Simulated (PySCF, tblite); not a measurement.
# C4H3F3N3 radical: geometry, infrared bands and EPR parameters

Wanted: the infrared bands and EPR parameters of C4H3F3N3 radical (`Cn1[c]nc(C(F)(F)F)n1`), by calculation.

Programs: tblite 0.8.0 and PySCF 2.14.0, with density-fitted response routines of our own. Each step states its level of theory. These are calculated values for one molecule in the gas phase, unless marked as measured. Atoms are numbered from 0 throughout.

## 1. The starting structure

13 atoms, charge 0, multiplicity 2; geometry from: force field or distance geometry start.

Bonds of the start (Å): C0–N1 1.46, N1–C2 1.33, C2–N3 1.37, N3–C4 1.35, C4–C5 1.49, C5–F6 1.41, C5–F7 1.38, C5–F8 1.38, C4–N9 1.33, N9–N1 1.33, C0–H10 1.12, C0–H11 1.11, C0–H12 1.11.

## 2. Optimising the geometry with GFN2-xTB

The job: settings as JSON, then the geometry in Å.

```
{"job": {"kind": "relax", "xc": "GFN2-xTB", "basis": "xTB"}, "charge": 0, "multiplicity": 2}
C      2.466600     0.318000     0.194000
N      1.136700    -0.251600    -0.014700
C      0.786000    -1.500700    -0.321200
N     -0.586500    -1.520200    -0.401400
C     -1.050000    -0.293000    -0.103900
C     -2.458600     0.194300    -0.057900
F     -2.442800     1.535000     0.362500
F     -3.202900    -0.574000     0.811300
F     -3.018400     0.207400    -1.317100
N      0.022500     0.467400     0.126800
H      2.619200     0.615500     1.258900
H      3.213500    -0.438800    -0.131900
H      2.510400     1.241300    -0.423100
```

On the command line:

```sh
$ OMP_NUM_THREADS=1 python probes_run.py task.json out
```

One launch serves the whole session: the jobs run in the order shown.

Standard output:

```text
step      E/eV     max force
  0    -896.26152    3.143
  1    -896.67877    1.858
  2    -896.77637    3.167
  3    -896.87589    0.665
  4    -896.88866    0.239
  5    -896.89643    0.235
  6    -896.90043    0.206
  7    -896.90571    0.146
  8    -896.90751    0.088
  9    -896.90856    0.106
 10    -896.90929    0.104
 11    -896.90998    0.086
 12    -896.91048    0.067
 13    -896.91091    0.055
 14    -896.91134    0.064
 15    -896.91180    0.058
 16    -896.91223    0.059
 17    -896.91265    0.055
 18    -896.91312    0.054
 19    -896.91362    0.060
 20    -896.91404    0.057
 21    -896.91431    0.036
 22    -896.91447    0.030
 23    -896.91456    0.024
 24    -896.91462    0.019
 25    -896.91466    0.022
 26    -896.91471    0.023
 27    -896.91478    0.023
 28    -896.91485    0.021
 29    -896.91489    0.015
 30    -896.91491    0.011
 31    -896.91492    0.009
```

It took 0.55 s on 1 thread of Intel Xeon at 2.50GHz, shared host.

Step by step:

| step | energy from step 0 (eV) | largest force (eV/Å) |
| --- | --- | --- |
| 0 | 0.0000 | 3.1426 |
| 1 | -0.4172 | 1.8583 |
| 2 | -0.5149 | 3.1671 |
| 3 | -0.6144 | 0.6649 |
| 4 | -0.6271 | 0.2391 |
| 5 | -0.6349 | 0.2348 |
| 6 | -0.6389 | 0.2060 |
| 7 | -0.6442 | 0.1459 |
| 8 | -0.6460 | 0.0884 |
| 9 | -0.6470 | 0.1060 |
| 10 | -0.6478 | 0.1045 |
| 11 | -0.6485 | 0.0860 |
| 12 | -0.6490 | 0.0670 |
| 13 | -0.6494 | 0.0553 |
| 14 | -0.6498 | 0.0644 |
| 15 | -0.6503 | 0.0576 |
| 16 | -0.6507 | 0.0589 |
| 17 | -0.6511 | 0.0555 |
| 18 | -0.6516 | 0.0539 |
| 19 | -0.6521 | 0.0597 |
| 20 | -0.6525 | 0.0567 |
| 21 | -0.6528 | 0.0362 |
| 22 | -0.6530 | 0.0301 |
| 23 | -0.6530 | 0.0235 |
| 24 | -0.6531 | 0.0193 |
| 25 | -0.6531 | 0.0217 |
| 26 | -0.6532 | 0.0227 |
| 27 | -0.6533 | 0.0229 |
| 28 | -0.6533 | 0.0211 |
| 29 | -0.6534 | 0.0151 |
| 30 | -0.6534 | 0.0108 |
| 31 | -0.6534 | 0.0095 |

Close pairs (by a distance rule), those that changed most:

| bond | before (Å) | after (Å) | change (Å) |
| --- | --- | --- | --- |
| C2–N3 | 1.375 | 1.299 | -0.076 |
| C5–F6 | 1.405 | 1.337 | -0.068 |
| C5–F7 | 1.378 | 1.338 | -0.040 |
| C5–F8 | 1.378 | 1.340 | -0.038 |
| C0–N1 | 1.462 | 1.432 | -0.029 |
| C0–H10 | 1.116 | 1.091 | -0.025 |
| C0–H11 | 1.112 | 1.088 | -0.024 |
| C0–H12 | 1.111 | 1.090 | -0.021 |

The next job starts from the end point, and lists it.

## 3. Vibrational analysis with GFN2-xTB

The job: settings as JSON, then the geometry in Å.

```
{"job": {"kind": "ir", "xc": "GFN2-xTB", "basis": "xTB"}, "charge": 0, "multiplicity": 2}
C      2.443861     0.303364     0.179534
N      1.118730    -0.207397    -0.007139
C      0.691323    -1.429978    -0.313350
N     -0.602836    -1.512534    -0.383683
C     -0.978503    -0.249420    -0.098047
C     -2.402778     0.192451    -0.060939
F     -2.516643     1.454320     0.365455
F     -3.146919    -0.564147     0.753975
F     -2.978152     0.137861    -1.270419
N      0.037217     0.567387     0.135092
H      2.599546     0.553961     1.230219
H      3.162704    -0.451951    -0.130472
H      2.568062     1.206570    -0.417954
```

Standard output:

```text
mode    cm-1     km/mol
  1       8.2      0.42
  2      33.3      0.02
  3     117.4      0.02
  4     127.3      0.72
  5     225.4      2.30
  6     293.4      2.57
  7     350.3      8.90
  8     381.4      0.45
  9     399.8      2.83
 10     502.9     15.71
 11     528.6      6.57
 12     560.9      0.10
 13     666.6     23.00
 14     708.9     29.05
 15     713.9      7.01
 16     946.7     82.07
 17    1021.5     59.35
 18    1051.3     28.28
 19    1059.9    310.86
 20    1082.5    237.19
 21    1100.6      3.86
 22    1144.7    223.73
 23    1251.5     34.37
 24    1309.6      5.06
 25    1389.8      4.24
 26    1428.8     13.52
 27    1434.4     18.01
 28    1458.8      1.92
 29    1465.8    105.99
 30    1493.3    110.50
 31    3000.7      3.48
 32    3021.5      3.38
 33    3047.8      1.74
```

Wall time 1.2 s (1 thread of Intel Xeon at 2.50GHz, shared host).

The strongest bands and the atoms that carry them (share of the mass-weighted mode):

| cm⁻¹ | km/mol | atoms |
| --- | --- | --- |
| 947 | 82.1 | N3 26 %, C4 19 %, N9 18 % |
| 1022 | 59.4 | N9 44 %, H11 21 % |
| 1060 | 310.9 | C5 74 %, F8 15 % |
| 1082 | 237.2 | C5 74 %, F6 15 % |
| 1145 | 223.7 | C5 54 %, N3 18 % |
| 1252 | 34.4 | N1 50 %, N9 14 %, H11 10 % |
| 1466 | 106.0 | C4 48 %, C2 21 %, N3 15 % |
| 1493 | 110.5 | C4 35 %, C2 25 %, N9 15 %, N3 11 % |

## 4. g tensor and hyperfine couplings: B3LYP/pcH-1

Same as in step 3 but for these lines:

```diff
@@ -1,2 +1,2 @@
-{"job": {"kind": "ir", "xc": "GFN2-xTB", "basis": "xTB"}, "charge": 0, "multiplicity": 2}
+{"job": {"kind": "epr", "basis": "pcH-1"}, "charge": 0, "multiplicity": 2}
 C      2.443861     0.303364     0.179534
```

Method: UKS B3LYP, pcH-1 on C F H N, non-relativistic, mean-field spin-orbit, GIAO.

Standard output:

```text
UKS, coarse grid
  cycle   1  E = -617.75448814  |g| = 7.25e-01
  cycle   2  E = -617.45161366  |g| = 1.22e+00
  cycle   3  E = -617.92761127  |g| = 1.31e-01
  cycle   4  E = -617.93117314  |g| = 9.16e-02
  cycle   5  E = -617.93459644  |g| = 2.50e-02
  cycle   6  E = -617.93484098  |g| = 9.33e-03
  cycle   7  E = -617.93488255  |g| = 3.15e-03
  cycle   8  E = -617.93489168  |g| = 1.79e-03
  cycle   9  E = -617.93489517  |g| = 9.30e-04
UKS, final grid
  cycle   1  E = -617.93484692  |g| = 1.46e-03
  cycle   2  E = -617.93484484  |g| = 2.72e-03
  cycle   3  E = -617.93484799  |g| = 2.30e-04
  cycle   4  E = -617.93484802  |g| = 1.32e-04
  cycle   5  E = -617.93484805  |g| = 1.12e-04
  cycle   6  E = -617.93484806  |g| = 3.65e-05
  cycle   7  E = -617.93484806  |g| = 8.21e-06
E = -617.93484806 Eh   <S^2> = 0.7559 (exact 0.7500)
g shifts (ppm)      1          2          3
  rmc          -192       -192       -192
  gc             31         29        -39
  oz_so       -1794        -55        708
  total       -1955       -218        477
hyperfine (MHz)  atom isotope    a_iso     a_fc   dipolar eigenvalues
    0   13C      -0.24      -0.24     -1.05     -0.74      1.79
    1   14N      39.04      39.04     -6.26     -2.55      8.81
    2   13C     714.50     714.50    -67.77    -50.35    118.11
    3   14N      94.62      94.62     -6.05     -0.98      7.03
    4   13C     104.03     104.03     -5.70     -4.67     10.36
    5   13C      -0.39      -0.39     -0.64     -0.45      1.09
    6   19F      14.45      14.45     -8.94     -8.65     17.59
    7   19F      -0.71      -0.71     -1.28     -1.01      2.30
    8   19F      -0.41      -0.41     -1.38     -1.15      2.53
    9   14N      -4.32      -4.32     -5.57     -2.51      8.08
   10    1H      -3.67      -3.67     -2.28     -1.88      4.17
   11    1H      -0.83      -0.83     -4.30     -3.78      8.09
   12    1H      -3.16      -3.16     -2.10     -1.73      3.83
```

It took 3.3 min on 1 thread of Intel Xeon at 2.50GHz, shared host; peak memory 0.97 GiB.

Principal g values 2.00036, 2.00210, 2.00280; g(iso) = 2.00175, against 2.00232 for a free electron.

Hyperfine couplings; where a row names several nuclei, a(iso) is their mean (it holds for fast rotation or exchange) and the dipolar term the largest among them:

| nuclei | isotope | a(iso) (MHz) | a(iso) (G, at g = 2.0023) | largest dipolar term (MHz) |
| --- | --- | --- | --- | --- |
| C2 | 13C | 714.5 | 254.9 | 118.1 |
| C4 | 13C | 104.0 | 37.1 | 10.4 |
| N3 | 14N | 94.6 | 33.8 | 7.0 |
| N1 | 14N | 39.0 | 13.9 | 8.8 |
| F6, F7, F8 | 19F | 4.4 | 1.6 | 17.6 |
| N9 | 14N | -4.3 | -1.5 | 8.1 |
| H10, H11, H12 | 1H | -2.6 | -0.9 | 8.1 |
| C5 | 13C | -0.4 | -0.1 | 1.1 |
| C0 | 13C | -0.2 | -0.1 | 1.8 |

Mulliken spin populations:

C0 0.00; N1 -0.02; C2 0.91; N3 0.03; C4 0.06; C5 0.00; F6 0.00; F7 0.00; F8 0.00; N9 0.03; H10 0.00; H11 0.00; H12 0.00

In first order the couplings over 0.8 MHz of 14N, 19F, 1H give 432 distinct lines over 106.0 G, if the averaged nuclei exchange fast.

The fields below are evaluated on a grid from the run's orbitals.

ELF in a plane through or near 9 of the atoms.

Values, 10 rows by 14 columns:
```
0.00 0.00 0.00 0.00 0.00 0.00 0.00 0.00 0.00 0.00 0.00 0.00 0.00 0.00
0.00 0.00 0.00 0.00 0.01 0.39 0.14 0.05 0.31 0.04 0.00 0.00 0.00 0.00
0.00 0.00 0.00 0.00 0.13 0.92 0.80 0.47 0.93 0.62 0.00 0.00 0.00 0.00
0.00 0.00 0.62 0.78 0.03 0.70 0.86 0.71 0.62 0.21 0.01 0.01 0.00 0.00
0.00 0.01 0.97 1.00 0.65 0.57 0.74 0.29 0.49 0.39 0.16 0.08 0.01 0.00
0.00 0.00 0.21 0.61 0.79 0.83 0.86 0.69 0.32 0.67 0.24 0.07 0.01 0.00
0.00 0.00 0.02 0.45 0.71 0.06 0.85 0.89 0.04 0.62 0.72 0.12 0.00 0.00
0.00 0.00 0.00 0.07 0.14 0.01 0.65 0.72 0.03 0.85 0.85 0.47 0.00 0.00
0.00 0.00 0.00 0.00 0.00 0.00 0.00 0.01 0.00 0.12 0.12 0.03 0.00 0.00
0.00 0.00 0.00 0.00 0.00 0.00 0.00 0.00 0.00 0.00 0.00 0.00 0.00 0.00
```
The map spans 11.5 Å across and 8.4 Å up, centred on the molecule. Atoms in the plane (x, y in Å): C0 (-2.5, -0.3), N1 (-1.1, 0.2), C2 (-0.6, 1.5), N3 (0.7, 1.5), C4 (1.0, 0.2), C5 (2.4, -0.2), F6 (2.5, -1.6), N9 (-0.1, -0.6), H11 (-3.1, 0.6).

On the surface of density 0.002 e/bohr³ the electrostatic potential runs, from the 1st to the 99th percentile, from -1.40 V near N3 to 1.65 V near H11.

The spin density lies nearest to C2 76 %; N3 8 %.

## 5. Results

| quantity | value |
| --- | --- |
| strongest single infrared mode (GFN2-xTB) | 1060 cm⁻¹, 311 km/mol |
| zero-point energy (GFN2-xTB) | 47.6 kcal/mol |
| g(iso) (B3LYP) | 2.00175 |
| ⟨S²⟩ | 0.756 (exact 0.75) |
| largest a(iso) (averaged by class) | 13C on C2, 714.5 MHz |
| surface potential, 1st and 99th percentile | -1.40 V and 1.65 V |

**Reading.** The optimisation took 31 steps and gained 0.653 eV; among the close pairs (by a distance rule), C2–N3 changed most, from 1.375 to 1.299 Å. No mode is imaginary among the 33: a minimum at this level. The strongest single mode, at 1060 cm⁻¹, moves mainly C5. Unscaled tight-binding wavenumbers are off by several per cent, some by more. Its intensities can rank the bands wrongly. C2 carries the largest spin population, 0.91 e. The isotropic g lies 0.6 ppt below the free-electron value.
